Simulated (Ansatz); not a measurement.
From input file to script: BaHfZrSnO6, space group F-43m in Ansatz 0.2.0.

```yaml
crystal:
  lattice:
    - [0.0, 4.200266, 4.200266]
    - [4.200266, 0.0, 4.200266]
    - [4.200266, 4.200266, 0.0]
  atoms:
    - { symbol: Ba, position: [0.25, 0.25, 0.25] }
    - { symbol: Zr, position: [0.5, 0.5, 0.5] }
    - { symbol: Hf, position: [0.0, 0.0, 0.0] }
    - { symbol: Sn, position: [0.75, 0.75, 0.75] }
    - { symbol: O, position: [0.75184, 0.24816, 0.24816] }
    - { symbol: O, position: [0.24816, 0.75184, 0.75184] }
    - { symbol: O, position: [0.75184, 0.75184, 0.24816] }
    - { symbol: O, position: [0.24816, 0.24816, 0.75184] }
    - { symbol: O, position: [0.24816, 0.75184, 0.24816] }
    - { symbol: O, position: [0.75184, 0.24816, 0.75184] }
kpoints:
  mp_grid: { grid: [4, 4, 4] }
hamiltonian:
  xc: pbe
scf:
  occupations: { method: fixed }
basis:
  ecutwfc: "19 Ha"
output:
  forces: true
  stress: true
```

Launched from the shell:
```console
$ ansatz run input.yaml --threads 1 --pin off --max-ram 3072MiB --backend cpu --events-out ev --progress --plain --runs-dir out
Engine: ansatz 0.2.0, x86_64-unknown-linux-gnu
Pseudopotentials: kind: paw
Pseudopotential: Ba, paw, valence charge 10, recommended cutoff 420 eV (normal), Ba.paw.azcp
Pseudopotential: Zr, paw, valence charge 12, recommended cutoff 420 eV (normal), Zr.paw.azcp
Pseudopotential: Hf, paw, valence charge 26, recommended cutoff 420 eV (normal), Hf.paw.azcp
Pseudopotential: Sn, paw, valence charge 14, recommended cutoff 420 eV (normal), Sn.paw.azcp
Pseudopotential: O, paw, valence charge 6, recommended cutoff 420 eV (normal), O.paw.azcp
Functional definition: PBE
  parameter kappa = 0.804
  parameter beta = 0.06672455060314922
  exchange = pbe_x(kappa = kappa, mu = beta*pi^2/3)
  correlation = pbe_c(beta = beta)
Crystal: 10 atoms, lattice volume = 148.204 Å³
Basis set: ecut = 517.016338673772 eV, 3839 PW (Γ), exchange–correlation on 90×90×90 points (8 copies of the dense FFT grid, shifted against one another)
Bands: 59, of which v1, the nominal top of the filled ones, is band 49 counted from 1 (48 counted from 0)
Symmetry: 24 space group operations
Space group: F-43m (ITA 216), of the structure as read, at distance tolerance 5.3e-5 Å
k-points: 8 of 64 (time reversal used)
Non-local potential: Ba, projectors of the file, l = 0: 3, l = 1: 2, l = 2: 2, l = 3: 2
Non-local potential: Zr, projectors of the file, l = 0: 3, l = 1: 2, l = 2: 2, l = 3: 2
Non-local potential: Hf, projectors of the file, l = 0: 3, l = 1: 2, l = 2: 2, l = 3: 3
Non-local potential: Sn, projectors of the file, l = 0: 2, l = 1: 2, l = 2: 2, l = 3: 2
Non-local potential: O, projectors of the file, l = 0: 2, l = 1: 2, l = 2: 1
PAW form: soft (Blöchl's): semilocal exchange-correlation on the pseudo side does not see the compensation charge
PAW one-centre angular grid: Ba, 194 points (default); XC on 64 Gauss nodes
PAW one-centre angular grid: Zr, 590 points (default); XC on 64 Gauss nodes
PAW one-centre angular grid: Hf, 590 points (default); XC on 64 Gauss nodes
PAW one-centre angular grid: Sn, 590 points (default); XC on 64 Gauss nodes
PAW one-centre angular grid: O, 110 points (default); XC on 64 Gauss nodes
Initial density: superposition of atomic densities (neutral atoms: chi_scale 0, normalization atom), corrected by the library's trained network
Initial wavefunctions: pseudopotential atomic-orbital guess
Functional: x = pbe(κ = 0.804, μ = 0.2195149727645171), c = pbe(β = 0.06672455060314922)
SCF iter   1: F=—  HF=-35296.971593 eV  |F-HF|=—  |Δ(HF+E_count)|=         —  Δρ=1.75e-3  dr2=1.35e-2  ethr=1.77e-3  ⟨swp⟩=4.6  Hψ=1465  notcnv=0  defer=54
preconditioner: auto → Resta (q_TF=auto, 2.547 Å⁻¹)  ε∞=4.2  [insulator: Δε(μ)=2.716 eV  Ē_g=16.461 eV  n_scr=50 (ndim 8)  ℏωp=29.6 eV  f_vac=0.001  ε∞_Penn≈4.2]
SCF iter   2: F=—  HF=-35296.969322 eV  |F-HF|=—  |Δ(HF+E_count)|=   2.27e-3  Δρ=1.13e-3  dr2=5.32e-3  ethr=1.37e-5  ⟨swp⟩=2.9  Hψ=826  notcnv=0  defer=62
SCF iter   3: F=—  HF=-35296.967806 eV  |F-HF|=—  |Δ(HF+E_count)|=   1.52e-3  Δρ=1.23e-3  dr2=2.03e-3  ethr=5.43e-6  ⟨swp⟩=3.0  Hψ=761  notcnv=0  defer=53
automatic band count: iteration 3 solves 58 bands in place of 59: the levels show a gap, and the empty bands left out lie too high to hold charge; the band table lists the bands solved (type scf.n_extra_bands for more)
SCF iter   4: F=—  HF=-35296.967310 eV  |F-HF|=—  |Δ(HF+E_count)|=   4.96e-4  Δρ=1.95e-4  dr2=5.12e-5  ethr=2.07e-6  ⟨swp⟩=2.1  Hψ=743  notcnv=0  defer=53
SCF iter   5: F=—  HF=-35296.967429 eV  |F-HF|=—  |Δ(HF+E_count)|=   1.19e-4  Δρ=5.17e-5  dr2=5.73e-6  ethr=5.22e-8  ⟨swp⟩=2.0  Hψ=816  notcnv=0  defer=42
SCF iter   6: F=—  HF=-35296.967427 eV  |F-HF|=—  |Δ(HF+E_count)|=   1.51e-6  Δρ=2.90e-5  dr2=1.59e-6  ethr=5.85e-9  ⟨swp⟩=2.0  Hψ=806  notcnv=0  defer=42
SCF iter   7: F=—  HF=-35296.967427 eV  |F-HF|=—  |Δ(HF+E_count)|=   4.64e-7  Δρ=1.20e-5  dr2=2.55e-7  ethr=1.62e-9  ⟨swp⟩=2.0  Hψ=815  notcnv=0  defer=42
SCF iter   8: F=-35296.967427 eV  HF=-35296.967427 eV  |F-HF|=1.42e-8  |Δ(HF+E_count)|=   1.57e-9  Δρ=3.62e-6  dr2=2.62e-8  ethr=1.51e-10  ⟨swp⟩=4.1  Hψ=1498  notcnv=0
SCF 1 converged in 8 iterations: F = -35296.967427 eV  dr2 = 2.62e-8
  greatest PAW one-centre occupation: 0.999 electrons in one spin orbital (limit 2), on the Hf atom at site 2 (counted from 0), in its partial waves of l = 0
SCF converged after 8 iterations
Free energy (F): -35296.967427 eV
Harris-Foulkes:  -35296.967427 eV  (|F-HF|=1.42e-8)
Internal energy: -35296.967427 eV  (E = F + TS)
E sigma→0 (E₀):  -35296.967427 eV
Fermi energy:    9.937316 eV
--- Per-component energies (eV) ---
  E_band       = -286.971780
  E_kinetic    = 2155.725675
  E_local      = -10763.978444  (includes V_loc(G=0)·N_el)
  E_nonlocal   = -855.014004
  E_hartree    = 4842.497673
  E_xc         = -1459.220936
  E_vxc        = -1258.226967  (∫ρ·V_xc dr)
  E_paw        = -20184.552655  (= ΣΔE_a)
  E_vpaw       = 749.518592  (= ΣTr[D̂ρ^β])
  E_aug_tail   = 0.005196  (compensation charges beyond the density's cutoff)
  E_ewald      = -9032.429933
  E_smearing   = -0.000000  (= −TS)
  E_closure    = 0.000000  (closes the sum)
  Σ components = -35296.967427   (vs F -35296.967427, Δ=0.00e0)
--- Forces (eV/Å), atoms counted from 1 ---
  atom   1  Ba    -0.00000000     0.00000000     0.00000000
  atom   2  Zr     0.00000000    -0.00000000    -0.00000000
  atom   3  Hf    -0.00000000    -0.00000000     0.00000000
  atom   4  Sn    -0.00000000     0.00000000     0.00000000
  atom   5  O      0.36793594     0.00000000    -0.00000000
  atom   6  O     -0.36793594    -0.00000000    -0.00000000
  atom   7  O      0.00000000    -0.00000000    -0.36793594
  atom   8  O      0.00000000     0.00000000     0.36793594
  atom   9  O      0.00000000     0.36793594     0.00000000
  atom  10  O      0.00000000    -0.36793594    -0.00000000
  max |Σ_I F_I| component: 6.67e-17 eV/Å
--- Stress (GPa, compression-positive) ---
       -1.094528      -0.000000      -0.000000
       -0.000000      -1.094528       0.000000
       -0.000000       0.000000      -1.094528
  P = ⅓ Tr σ = -1.0945 GPa (-10.945 kbar)
```

Script `run_deck.py`:
```python
"""Single point of BaHfZrSnO6 through the engine session."""

import logging
import sys
import warnings

import ansatz as az
import numpy as np
import pandas as pd

logging.basicConfig(stream=sys.stdout, format="[%(levelname)s] %(message)s")
logger = logging.getLogger("ansatz_job")
logger.setLevel(logging.INFO)

warnings.simplefilter("ignore", az.DeckWarning)

inputs = {
    "crystal": {
        "lattice": [
            [0.0, 4.200266, 4.200266],
            [4.200266, 0.0, 4.200266],
            [4.200266, 4.200266, 0.0],
        ],
        "atoms": [
            {"symbol": "Ba", "position": [0.25, 0.25, 0.25]},
            {"symbol": "Zr", "position": [0.5, 0.5, 0.5]},
            {"symbol": "Hf", "position": [0.0, 0.0, 0.0]},
            {"symbol": "Sn", "position": [0.75, 0.75, 0.75]},
            {"symbol": "O", "position": [0.75184, 0.24816, 0.24816]},
            {"symbol": "O", "position": [0.24816, 0.75184, 0.75184]},
            {"symbol": "O", "position": [0.75184, 0.75184, 0.24816]},
            {"symbol": "O", "position": [0.24816, 0.24816, 0.75184]},
            {"symbol": "O", "position": [0.24816, 0.75184, 0.24816]},
            {"symbol": "O", "position": [0.75184, 0.24816, 0.75184]},
        ],
    },
    "kpoints": {"mp_grid": {"grid": [4, 4, 4]}},
    "hamiltonian": {"xc": "pbe"},
    "scf": {"occupations": {"method": "fixed"}},
    "basis": {"ecutwfc": "19 Ha"},
    "output": {"forces": True, "stress": True},
}

done = az.Session.from_dict(inputs).plan().execute()
rep = done.report

for key in ("converged", "n_iterations", "n_electrons", "n_kpoints", "n_pw", "n_symmetry_ops", "free_energy_ev", "fermi_energy_ev"):
    logger.info(f"{key:18s} {rep[key]}")

# the stress is positive in compression
stress = np.array(rep["stress_gpa"])
logger.info(f"pressure {np.trace(stress) / 3:.3f} GPa")
print(np.round(stress, 3) + 0.0)

# forces in eV per angstrom
table = pd.DataFrame(rep["forces_ev_ang"], columns=["fx", "fy", "fz"])
table.insert(0, "atom", [site["symbol"] for site in rep["lattice"]["sites"]])
print(table.round(4).to_string())

used = rep["setup"]
print("cutoffs (eV):", used["ecut_ev"], used["ecutrho_ev"], " FFT grid:", used["fft_dense"])
logger.info("cell volume {:.3f} A^3, {} symmetry operations".format(used["cell_volume_ang3"], used["n_sym_ops"]))

terms = rep["components"]
print({name: round(terms[name], 3) for name in ("e_kinetic", "e_hartree", "e_xc", "e_local", "e_nonlocal")})
```

Output of `python run_deck.py`:
```text
[INFO] converged          True
[INFO] n_iterations       8
[INFO] n_electrons        98.0
[INFO] n_kpoints          8
[INFO] n_pw               3839
[INFO] n_symmetry_ops     24
[INFO] free_energy_ev     -35296.967426796546
[INFO] fermi_energy_ev    9.937315691886365
[INFO] pressure -1.095 GPa
[[-1.095  0.     0.   ]
 [ 0.    -1.095  0.   ]
 [ 0.     0.    -1.095]]
  atom      fx      fy      fz
0   Ba -0.0000  0.0000  0.0000
1   Zr  0.0000 -0.0000  0.0000
2   Hf -0.0000 -0.0000 -0.0000
3   Sn -0.0000  0.0000  0.0000
4    O  0.3679  0.0000 -0.0000
5    O -0.3679 -0.0000 -0.0000
6    O  0.0000 -0.0000 -0.3679
7    O  0.0000  0.0000  0.3679
8    O  0.0000  0.3679  0.0000
9    O  0.0000 -0.3679 -0.0000
cutoffs (eV): 517.016338673772 2068.065354695088  FFT grid: [45, 45, 45]
[INFO] cell volume 148.204 A^3, 24 symmetry operations
{'e_kinetic': 2155.726, 'e_hartree': 4842.498, 'e_xc': -1459.221, 'e_local': -10763.978, 'e_nonlocal': -855.014}
```

Caveats:
- Absolute energies stand on the zero of these potentials, so only differences at equal settings mean something. A total without «per atom» is that of the cell as typed.
- No spin polarisation was allowed.
- The energy terms are those on the plane-wave grid, with the one-centre PAW part apart; the terms shown are only some of the summands, so they needn't add up to F.
- Under fixed occupations the level called the Fermi level is the highest filled one on the SCF mesh; off the mesh a filled band can lie a little above it.
- Only differences from the Fermi energy are physical; the zero of the scale is a convention.
- Pressure is positive in compression.
- Spin-orbit coupling, which matters for elements this heavy, is left out.
- The structure comes from a database of computed cells and needn't be a stable or known phase.
- It ran for 5.8 s on 1 thread of Intel(R) Xeon(R) Platinum 8488C (Sapphire Rapids) (shared host), peak memory 0.62 GiB.

(Lines on the test bed's own set-up are left out of the output.)
